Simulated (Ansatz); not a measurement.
Crystal: Mg6TiCo.

```
Co Ti Mg
1.0
     4.71661    0.00000    0.00000
     0.00000    3.01837    5.49984
     0.00000   -3.01837    5.49984
Co Ti Mg
1 1 6
Direct
  0.00000 0.80003 0.80003
  0.50000 0.69253 0.69253
  0.50000 0.16700 0.16700
  0.50000 0.16121 0.68208
  0.50000 0.68208 0.16121
  0.00000 0.32897 0.32897
  0.00000 0.34412 0.82405
  0.00000 0.82405 0.34412
```

The cell comes from a database or a generator and needn't be the stable form of this composition.

Base run:

- Program: Ansatz 0.2.0
- Functional: PBE
- Potentials or basis: Ansatz PAW
- Cutoff: 420 eV
- Density cutoff: 1680 eV
- k mesh: 6 × 5 × 5
- Occupations: fermi-dirac, width 0.05 eV
- Spin: collinear spin, ferromagnetic start
- Starting moments: [2.0, 1.0, 0.0, 0.0, 0.0, 0.0, 0.0, 0.0] μB

Its results: band gap on the k mesh none (metal or under the smearing width); pressure 0.0 GPa; net moment 0.25 μB per cell; site moments Co +1.05; Ti -0.56; Mg +0.01, -0.00, +0.00 μB; largest force 0.054 eV/Å.

Task: The run is repeated on the same cell with these changes: occupations from fermi-dirac, width 0.05 eV to gaussian, width 0.02 eV. What comes out?

Result: Band gap on the k mesh none (metal or under the smearing width); pressure 0.0 GPa; net moment 0.36 μB per cell; site moments Co +1.07; Ti -0.52; Mg +0.01, -0.00, +0.00 μB; largest force 0.064 eV/Å.

Not every run made on this cell is shown here.
